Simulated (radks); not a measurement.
**Valence configurations of Sn²⁺**

One table from this session's results is given with a row withheld; the runs are named, their logs left out.

Method: scalar-relativistic Kohn-Sham, LDA (Slater exchange, Perdew-Wang correlation), spin-polarised, spherical densities, point nucleus; open shells are filled with parallel spins first. Code: radks (a radial shooting solver on a logarithmic mesh, Libxc functionals) version 1.

## What is computed

| Item | Value |
| --- | --- |
| element | tin (Z = 50) |
| charge | +2 |
| electrons | 48 |
| configuration | [Kr] 4d10 5s2 |
| others tried | 4d9 5s2 5p1; 4d9 5s1 5p2; 4d10 5s1 5p1; 4d8 5s2 5p2; 4d9 5p3; 4d9.5 5s2 5p0.5; 4d9 5s1.5 5p1.5; 4d8 5p4; 4d8 5s1.5 5p2.5 |

The outer shells:

Sn²⁺
```
[Kr] core
4d [↑↓][↑↓][↑↓][↑↓][↑↓]
5s [↑↓]
```

The first run:

Settings of this run:

```text
Z 50
configuration [Kr] 4d10 5s2
relativity scalar-relativistic
functional lda,pw
spin polarised
nucleus point
c 137.035999084
```

Among the steps run: [Kr] 4d10 5s2.

One of the session's tables, all rows but one given; the rest of the session is left out.

It belongs to the step «[Kr] 4d10 5s2». Sizes of the orbitals, from the radial functions (bohr):

| level | <r> | outermost maximum (interpolated) | 90 % within | nodes |
| --- | --- | --- | --- | --- |
| 2p | 0.1096 | 0.0850 | 0.178 | 0 |
| 3s | 0.3399 | 0.308 | 0.500 | 2 |
| 3p | 0.3381 | 0.301 | 0.508 | 1 |
| 3d | 0.3148 | 0.251 | 0.496 | 0 |
| 4s | 0.8182 | 0.745 | 1.19 | 3 |
| 4p | ? | ? | ? | ? |
| 4d | 1.093 | 0.886 | 1.70 | 1 |
| 5s | 2.204 | 1.94 | 3.20 | 4 |

Q: Estimate the row for 4p from the others.

**Answer.** <r>: 0.8854; outermost maximum (interpolated): 0.788; 90 % within: 1.30; nodes: 2. In the column «<r>» it lies between 4s (0.8182) and 4d (1.093).
